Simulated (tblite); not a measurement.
# C2H5FSi: the cost of one run

Programs: tblite 0.8.0 and PySCF 2.14.0. All values are calculated, for the isolated system unless a continuum is named. Atoms count from 0, parts from 1.

## Step 1: The system as given

9 atoms, charge 0, multiplicity 1; geometry: rigid parts in contact. Parts: 1 = atoms 0–4, `F[SiH3]`, charge 0; 2 = atoms 5–8, `C#C`, charge 0.

## Step 2: Search for minima with GFN2-xTB

The job: settings as JSON, then the geometry in Å.

```
{"job": {"kind": "dock", "xc": "GFN2-xTB", "basis": "xTB"}, "charge": 0, "multiplicity": 1, "parts": [{"atoms": "0-4", "charge": 0, "multiplicity": 1}, {"atoms": "5-8", "charge": 0, "multiplicity": 1}]}
Si    -0.091507    -0.008213     0.018119
F      1.478941     0.126572    -0.289465
H     -0.665470     1.267575    -0.378053
H     -0.543668    -1.123616    -0.797788
H     -0.178297    -0.262318     1.447187
C      2.369032     1.774068    -2.880561
C      3.173295     1.452536    -2.059069
H      1.661861     2.056360    -3.603139
H      3.880462     1.169923    -1.336623
```

With the program's defaults for keys left out, this is: GFN2-xTB search for minima from random contacts, gas phase.

Run with:

```bash
$ OMP_NUM_THREADS=1 python cluster_run.py task.json out
```

The driver reads the jobs from task.json and runs them one after another.

**Question.** How long does this first job take on 1 thread of Intel Xeon 6975P-C, shared host?

About 4.3 s.
